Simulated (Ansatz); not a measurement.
# CH₄AlClSi: basis-set convergence

An exercise on one series of results from a longer session: the logs are not shown, and one member is left open.

Computed with Ansatz 0.2.0, Gaussian basis. Level: one geometry, several basis sets.

The runs, in order: PBE0-D4/def2-SVP; ωB97M-V/def2-SVP; PBE0-D4/def2-QZVPP; ωB97M-V/def2-QZVPP; the functionals' def2-TZVPP values are taken from earlier runs.

## Structure used throughout

An earlier PBE0-D4 in a triple-zeta def2 set relaxation fixed the geometry.

SMILES `[Cl][Al]1[CH2][SiH2]1`, 8 atoms, charge 0, spin multiplicity 1.

Atoms are counted from 1 here; the program's logs count them from 0.

Bond lengths: Cl1–Al2 2.087 Å, Al2–C3 1.932 Å, Al2–Si4 2.315 Å, C3–Si4 1.941 Å, C3–H5 1.089 Å, C3–H6 1.100 Å, Si4–H7 1.489 Å, Si4–H8 1.489 Å. Angles: Cl1–Al2–C3 141.4°, Cl1–Al2–Si4 165.0°, C3–Al2–Si4 53.5°, Al2–C3–Si4 73.4°, Al2–C3–H5 132.8°, Al2–C3–H6 107.4°, Si4–C3–H5 119.9°, Si4–C3–H6 109.4°, H5–C3–H6 108.8°, Al2–Si4–C3 53.1°, Al2–Si4–H7 133.1°, Al2–Si4–H8 116.3°, C3–Si4–H7 118.3°, C3–Si4–H8 111.9°, H7–Si4–H8 109.3°.

The first run:

Input file in.yaml:

```yaml
crystal:
  periodic: [false, false, false]
  atoms:
    - {symbol: Cl, position_ang: [-2.985412, 1.698788, 0.528778]}
    - {symbol: Al, position_ang: [-1.282516, 0.561351, 0.128025]}
    - {symbol: C, position_ang: [0.635409, 0.579540, 0.359562]}
    - {symbol: Si, position_ang: [0.198819, -1.094157, -0.521666]}
    - {symbol: H, position_ang: [1.273790, 0.578709, 1.241856]}
    - {symbol: H, position_ang: [1.049033, 1.283907, -0.376822]}
    - {symbol: H, position_ang: [0.870457, -1.407393, -1.812723]}
    - {symbol: H, position_ang: [0.332520, -2.257844, 0.397190]}
basis:
  gaussian: {orbitals: def2-SVP}
hamiltonian: {xc: pbe0, dispersion: d4}
output: {orbitals: {seedname: orbitals}}
```

Command:

```bash
$ ansatz run in.yaml --threads 2 --pin off --events-out ev --progress --plain --max-ram 4352MiB
```

Steps of the session up to this table: PBE0-D4 in def2-SVP; ωB97M-V in def2-SVP; PBE0-D4 in def2-QZVPP; ωB97M-V in def2-QZVPP.

One of the session's tables, all rows but one given; the rest of the session is left out.

It belongs to the step «Density functionals: the series». 

| functional | basis | HOMO (eV) | LUMO (eV) |
| --- | --- | --- | --- |
| PBE0-D4 | def2-SVP | -6.31 | -1.63 |
| PBE0-D4 | def2-TZVPP | ? | ? |
| PBE0-D4 | def2-QZVPP | -6.34 | -1.72 |
| ωB97M-V | def2-SVP | -8.24 | 0.17 |
| ωB97M-V | def2-TZVPP | -8.29 | 0.04 |
| ωB97M-V | def2-QZVPP | -8.31 | -0.05 |

Estimate the missing values for PBE0-D4, def2-TZVPP.

As computed: HOMO (eV): -6.33; LUMO (eV): -1.70. In the column «HOMO (eV)» it lies between PBE0-D4, def2-QZVPP (-6.34) and PBE0-D4, def2-SVP (-6.31).
